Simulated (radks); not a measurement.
# V in [Ar] 3d3 4s2: an all-electron calculation

An exercise on one series of results from a longer session: the logs are not shown, and one member is left open.

The numbers are computed with radks (a radial shooting solver on a logarithmic mesh, Libxc functionals) version 1 (scalar-relativistic Kohn-Sham, LDA (Slater exchange, Perdew-Wang correlation), spin-polarised, spherical densities, point nucleus; open shells are filled with parallel spins first), except any that are marked as measured or tabulated.

### What is computed

* element: vanadium (Z = 23)
* charge: 0
* electrons: 23
* configuration: [Ar] 3d3 4s2

The outer shells:

V
```
[Ar] core
3d [↑ ][↑ ][↑ ][  ][  ]
4s [↑↓]
```

Set-up of the first run:

The run's settings:

```text
Z 23
configuration [Ar] 3d3 4s2 4p0 5s0 4d0 4f0
relativity scalar-relativistic
functional lda,pw
spin polarised
nucleus point
c 137.035999084
```

Started as:

```
$ python run_ks.py task.json out
```

This one command runs every case of the session in turn.

Among the steps run: Self-consistent calculation.

One of the session's tables, all rows but one given; the rest of the session is left out.

It belongs to the step «Radial structure». Radial moments (bohr):

| level | <r> | outermost maximum (interpolated) | 90 % within | nodes |
| --- | --- | --- | --- | --- |
| 1s up | 0.06657 | 0.0436 | 0.119 | 0 |
| 1s down | 0.06657 | 0.0436 | 0.119 | 0 |
| 2s up | 0.3093 | 0.256 | 0.480 | 1 |
| 2s down | 0.3089 | 0.256 | 0.480 | 1 |
| 2p up | ? | ? | ? | ? |
| 2p down | 0.2743 | 0.208 | 0.451 | 0 |
| 3s up | 0.9502 | 0.820 | 1.43 | 2 |
| 3s down | 0.9520 | 0.820 | 1.43 | 2 |
| 3p up | 1.017 | 0.844 | 1.57 | 1 |
| 3p down | 1.021 | 0.845 | 1.58 | 1 |
| 3d up | 1.414 | 0.886 | 2.49 | 0 |
| 4s up | 3.255 | 2.68 | 4.93 | 3 |
| 4s down | 3.449 | 2.82 | 5.24 | 3 |
| 3d down | 1.542 | 0.896 | 2.81 | 0 |
| 4p up | 4.495 | 3.54 | 7.01 | 2 |
| 4p down | 4.851 | 3.83 | 7.57 | 2 |
| 5s up | 14.27 | 9.59 | 24.0 | 4 |
| 5s down | 16.82 | 10.4 | 29.3 | 4 |

Q: Estimate the row for 2p up from the others.

The run gave: <r>: 0.2747; outermost maximum (interpolated): 0.208; 90 % within: 0.452; nodes: 0. In the column «<r>» it lies between 2p down (0.2743) and 2s down (0.3089).

To keep in mind: Open shells are spherical and high-spin; term and fine-structure splittings are not resolved.
